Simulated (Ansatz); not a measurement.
# Li3AlH6: the cost of one run

Computed with Ansatz 0.2.0 (DFT PBEsol, scalar-relativistic, plane waves, PAW, unless a step's input says otherwise).

### 1 The starting structure

The structure is trigonal, space group R-3 (No. 148). The conventional cell has a = 8.071 Å, b = 8.071 Å, c = 9.513 Å, α = 90.00°, β = 90.00°, γ = 120.00°. Li (site symmetry 1) is surrounded by 6 H at 1.89 to 2.12 Å. Al (site symmetry -3) is surrounded by 6 H at 1.73 Å. Around Al (site symmetry -3) lie 6 H at 1.75 Å. H (site symmetry 1) is surrounded by 1 Al at 1.75 Å and 3 Li at 1.89 to 2.12 Å. Around H (site symmetry 1) lie 1 Al at 1.73 Å and 3 Li at 1.95 to 2.05 Å.

Coordinates:

```
CELL_PARAMETERS angstrom
4.03559 2.32995 3.17100
-4.03559 2.32995 3.17100
0.00000 -4.65989 3.17100
ATOMIC_POSITIONS crystal
Li 0.24870 0.55950 0.06510
Li 0.06510 0.24870 0.55950
Li 0.55950 0.06510 0.24870
Li 0.75130 0.44050 0.93490
Li 0.93490 0.75130 0.44050
Li 0.44050 0.93490 0.75130
Al 0.50000 0.50000 0.50000
Al 0.00000 0.00000 0.00000
H 0.93400 0.07310 0.29500
H 0.29500 0.93400 0.07310
H 0.07310 0.29500 0.93400
H 0.06600 0.92690 0.70500
H 0.70500 0.06600 0.92690
H 0.92690 0.70500 0.06600
H 0.54820 0.41380 0.20800
H 0.20800 0.54820 0.41380
H 0.41380 0.20800 0.54820
H 0.45180 0.58620 0.79200
H 0.79200 0.45180 0.58620
H 0.58620 0.79200 0.45180
```

The structure comes from the Crystallography Open Database.

(A quick probe on a coarse mesh, which set the mesh and smearing, is not shown.)

### 3 Full relaxation

The input, input.yaml:

```yaml
crystal:
  lattice:
    - [4.035585, 2.3299460861, 3.171]
    - [-4.035585, 2.3299460861, 3.171]
    - [0.0, -4.6598921722, 3.171]
  atoms:
    - { symbol: Li, position: [0.2487, 0.5595, 0.0651] }
    - { symbol: Li, position: [0.0651, 0.2487, 0.5595] }
    - { symbol: Li, position: [0.5595, 0.0651, 0.2487] }
    - { symbol: Li, position: [0.7513, 0.4405, 0.9349] }
    - { symbol: Li, position: [0.9349, 0.7513, 0.4405] }
    - { symbol: Li, position: [0.4405, 0.9349, 0.7513] }
    - { symbol: Al, position: [0.5, 0.5, 0.5] }
    - { symbol: Al, position: [0.0, 0.0, 0.0] }
    - { symbol: H, position: [0.934, 0.0731, 0.295] }
    - { symbol: H, position: [0.295, 0.934, 0.0731] }
    - { symbol: H, position: [0.0731, 0.295, 0.934] }
    - { symbol: H, position: [0.066, 0.9269, 0.705] }
    - { symbol: H, position: [0.705, 0.066, 0.9269] }
    - { symbol: H, position: [0.9269, 0.705, 0.066] }
    - { symbol: H, position: [0.5482, 0.4138, 0.208] }
    - { symbol: H, position: [0.208, 0.5482, 0.4138] }
    - { symbol: H, position: [0.4138, 0.208, 0.5482] }
    - { symbol: H, position: [0.4518, 0.5862, 0.792] }
    - { symbol: H, position: [0.792, 0.4518, 0.5862] }
    - { symbol: H, position: [0.5862, 0.792, 0.4518] }
basis:
  ecutwfc: 420
kpoints:
  mp_grid: { grid: [6, 6, 6] }
hamiltonian:
  xc: pbesol
scf:
  occupations: { method: gaussian, width: 0.02 }
output:
  forces: true
  stress: true
  eigenvalues: true
  write_density: true
  write_potential: true
  elf: true
  volumetric_format: npy
relax:
  adjacent_minimum: "off"
  f_tol: 0.005
  max_steps: 80
  cell: { stress_tol: 0.05 }
```

Started as:

```sh
$ ansatz run input.yaml --threads 8 --pin off --max-ram 22528MiB --backend cpu --events-out ev --progress --plain --runs-dir out
```

Q: Estimate wall time and peak memory on 8 threads of Intel Xeon Platinum 8259CL at 2.50GHz (Skylake/Cascade Lake), shared host.

About 18 s, with a peak of 0.87 GiB.
